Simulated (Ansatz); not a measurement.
# NaOs: the cost of one run

Method: DFT PBE, scalar-relativistic, plane waves, PAW, unless a step names another level, in Ansatz 0.2.0.

9 further runs of the same task are left out: 9 set aside as unsound or not needed. Runs told in other sessions of the task aren't counted.

**1. Plan**

Pauling electronegativities: Na 0.93, Os 2.20 (spread 1.27). No set of common oxidation states balances it. Tabulated atomic sizes suggest about 17 Å³/atom. 29 candidates were drawn, by swapping species into database cells of other compounds, at random by space group and Wyckoff sites, or by hand, as the table says:

| name | made from | space group no. | Wyckoff sites | atoms (primitive cell) | V (Å³/atom) |
| --- | --- | --- | --- | --- | --- |
| c01 | database cell of MgNi | 221 | Na 1a; Os 1b | 2 | 17.8 |
| c02 | database cell of SnP | 107 | Na 2a; Os 2a | 2 | 16.1 |
| c03 | random | 123 | Na 1d; Os 1c | 2 | 17.9 |
| c04 | random | 227 | Na 8b; Os 8a | 4 | 21.7 |
| c05 | database cell of CeMg | 156 | Na 1b, 1a, 1b; Os 1a, 1b, 1a | 6 | 18.1 |
| c06 | random | 225 | Na 4a; Os 4b | 2 | 19.9 |
| c07 | database cell of TlF | 69 | Na 4a; Os 4b | 2 | 17.4 |
| c08 | database cell of ZrCd | 129 | Na 2c; Os 2c | 4 | 18.9 |
| c09 | database cell of CrN | 166 | Na 3b; Os 3a | 2 | 14.4 |
| c10 | random | 194 | Na 2a; Os 2c | 4 | 20.2 |
| c11 | random | 11 | Na 2e; Os 2b | 4 | 21.1 |
| c12 | random | 156 | Na 1a; Os 1b | 2 | 19.3 |
| c13 | database cell of KO | 64 | Na 8e; Os 8f | 8 | 14.7 |
| c14 | database cell of CuBr | 119 | Na 2a; Os 2d | 2 | 17.4 |
| c15 | random | 123 | Na 1c; Os 1d | 2 | 18.7 |
| c16 | random | 69 | Na 8i; Os 8g | 4 | 18.4 |
| c17 | database cell of TaMo | 65 | Na 2c; Os 2a | 2 | 17.0 |
| c18 | database cell of TiHg | 123 | Na 1d; Os 1a | 2 | 15.7 |
| c19 | random | 129 | Na 2c; Os 2b | 4 | 21.2 |
| c20 | database cell of ZrSe | 187 | Na 1a; Os 1d | 2 | 15.7 |
| c21 | database cell of PrBi | 225 | Na 4b; Os 4a | 2 | 20.5 |
| c22 | random | 71 | Na 2c; Os 2a | 2 | 20.9 |
| c23 | random | 221 | Na 3d; Os 3c | 6 | 21.1 |
| c24 | random | 166 | Na 3a; Os 3b | 2 | 19.7 |
| c25 | random | 189 | Na 3f, 1b; Os 1a, 3g | 8 | 21.4 |
| c26 | random | 71 | Na 2a; Os 2c | 2 | 18.6 |
| c27 | random | 123 | Na 1a; Os 1b | 2 | 21.8 |
| c28 | random | 59 | Na 2b; Os 2b | 4 | 18.0 |
| c29 | random | 216 | Na 4c; Os 4b | 2 | 20.7 |

**2. Screening run of c05**

input.yaml reads:

```yaml
crystal:
  lattice:
    - [2.79604688, 0.0, 0.0]
    - [-1.39802344, 2.42144763, 0.0]
    - [0.0, 0.0, 16.02268442]
  atoms:
    - { symbol: Na, position: [0.33333333, 0.66666667, 0.00342154] }
    - { symbol: Na, position: [0.0, 0.0, 0.49143794] }
    - { symbol: Na, position: [0.33333333, 0.66666667, 0.34019786] }
    - { symbol: Os, position: [0.0, 0.0, 0.83435339] }
    - { symbol: Os, position: [0.33333333, 0.66666667, 0.65776414] }
    - { symbol: Os, position: [0.0, 0.0, 0.17282419] }
basis:
  ecutwfc: 420
kpoints:
  mp_grid: { grid: [7, 7, 1] }
hamiltonian:
  xc: pbe
scf:
  occupations: { method: gaussian, width: 0.2 }
  lower_state_search: "off"
output:
  forces: true
  stress: true
  eigenvalues: true
relax:
  adjacent_minimum: "off"
  f_tol: 0.08
  max_steps: 16
  cell: { stress_tol: 0.8 }
```

Run with:

```sh
ansatz run input.yaml --threads 1 --pin off --max-ram 2560MiB --backend cpu --events-out ev --progress --plain --runs-dir out
```

Q: Estimate wall time and peak memory on 1 thread of Intel Xeon 6975P-C (Granite Rapids), shared host.

About 17 s, with a peak of 0.4 GiB.
